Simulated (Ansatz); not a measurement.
What does this script print? It uses the Python package of Ansatz (0.2.0).

`dfpt.py`:
```python
from pathlib import Path

import ansatz as az
import numpy as np

SETTINGS = {
    "filling": "Marzari-Vanderbilt",
    "smearing_width": 0.1,
    "xc": "lda",
    "mesh": (6, 6, 6),
}

vectors = np.array([
    [0.0, 4.128747, 4.128747],
    [4.128747, 0.0, 4.128747],
    [4.128747, 4.128747, 0.0],
])
xtal = (
    az.Lattice.of(vectors)
    .atom("Sr", (0.0, 0.0, 0.0))
    .atom("Sr", (0.25, 0.25, 0.25))
    .atom("Al", (0.625, 0.625, 0.625))
    .atom("Al", (0.125, 0.625, 0.625))
    .atom("Al", (0.625, 0.125, 0.625))
    .atom("Al", (0.625, 0.625, 0.125))
)

setup = xtal.calculation()
setup = setup.pseudopotentials("paw")
setup = setup.occupations(SETTINGS["filling"], width=SETTINGS["smearing_width"])
setup = setup.functional(SETTINGS["xc"])
setup = setup.kpoints(*SETTINGS["mesh"])
setup = setup.phonons("dfpt", points=[(0, 0, 0), (0.5, 0.5, 0), (0.5, 0, 0.5)])
outcome = setup.run(threads=1, pin="off", runs_dir="runs")
ph = outcome.phonons

for q in ph.qpoints:
    thz = np.asarray(q.omega_inv_cm) / 33.35641
    print("q = ({:.2f}, {:.2f}, {:.2f})".format(*q.q_frac), np.round(thz, 2) + 0.0, "THz")
```

Output of `python dfpt.py`:
```text
DeckWarning: basis.ecutwfc = 420 eV, auto-derived from the records' recommended cutoffs: set by Sr (normal level)
RunWarning: eigensolver did not converge (k=3): 1 band(s) unlocked after 20 sweeps at ethr=1.00e-12 eV (lowest unlocked band 21, counted from 0; max residual 1.55e-5 eV among the unlocked bands, [...]
q = (0.00, 0.00, 0.00) [0.   0.   0.   3.6  3.6  3.6  4.36 4.36 4.36 5.1  5.1  5.49 5.49 5.49
 5.91 5.91 5.91 8.3 ] THz
q = (0.50, 0.50, 0.00) [2.77 2.77 3.11 3.11 3.16 3.16 4.23 4.23 4.74 4.74 4.97 4.97 5.66 5.66
 5.77 5.77 5.82 5.82] THz
q = (0.50, 0.00, 0.50) [2.77 2.77 3.11 3.11 3.16 3.16 4.23 4.23 4.74 4.74 4.97 4.97 5.66 5.66
 5.77 5.77 5.82 5.82] THz
```
(Warnings from the package without file and line, shortened.)

Reading the output:
- The cell isn't relaxed first, so the values belong to this volume.
- For a metal this k-point mesh is coarse: on a finer one energies can move by several to tens of meV an atom and pressures by half a GPa or more, differences at one mesh by less.
- This cell is a computed structure, which may not be the phase found in nature.
- The structure is taken as given; imaginary modes can come from an unrelaxed or unstable start. Phonons of metals also depend on mesh and smearing.
- Wall time of the script: 3.5 min on 1 thread of Arm Neoverse V1, on a shared host, peak memory 1.1 GiB.

(Lines on the test bed's own set-up are left out of the output.)
